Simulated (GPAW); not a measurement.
Crystal: InSe2.

```xyz
6
Lattice="3.8949 0.0000 0.0000 0.0000 3.8949 0.0000 0.0000 0.0000 9.6262" Properties=species:S:1:pos:R:3 pbc="T T T"
In    1.9474    0.0000    2.8256
In    0.0000    1.9474    6.8006
Se    1.9474    1.9474    0.0000
Se    0.0000    0.0000    0.0000
Se    1.9474    0.0000    6.1010
Se    0.0000    1.9474    3.5252
```

The cell comes from a database or a generator and needn't be the stable form of this composition.

* Program: GPAW 26.7.0
* Task: single point
* Functional: PBEsol
* Potentials or basis: PAW data sets generated in the run's folder for this functional
* Cutoff: 600 eV
* Basis: pw
* k mesh: 7 × 7 × 3
* Occupations: fermi-dirac, width 0.05 eV
* Spin: no spin polarisation

On this cell: pressure -3.5 GPa; largest force 0.149 eV/Å; band gap on the k mesh none (metal or under the smearing width).

The same run follows on a disturbed copy (atoms moved at random, drawn with an rms of 0.05 Å):

```
CELL_PARAMETERS angstrom
3.89489 0.00000 0.00000
0.00000 3.89489 0.00000
0.00000 0.00000 9.62623
ATOMIC_POSITIONS crystal
In 0.49272 0.01000 0.29212
In 0.99401 0.50633 0.70505
Se 0.49203 0.50503 0.99834
Se 0.00540 0.99431 0.99940
Se 0.50056 0.01087 0.63587
Se 0.00047 0.49954 0.36723
```

What does the disturbed cell give?

The energy (extrapolated to zero smearing) moves by +1.8 meV/atom; pressure -3.5 GPa; largest force 0.203 eV/Å; band gap on the k mesh none (metal or under the smearing width).

Forces in eV/Å, atoms in the order of the input:
```
In   0.058 -0.069  0.151
In   0.045  0.046 -0.135
Se   0.156 -0.128  0.030
Se  -0.142  0.112  0.040
Se  -0.058 -0.073  0.019
Se  -0.059  0.112 -0.104
```

Stress tensor (GPa, compression positive):
```
-4.17 -0.07  0.04
-0.07 -4.11  0.10
 0.04  0.10 -2.07
```
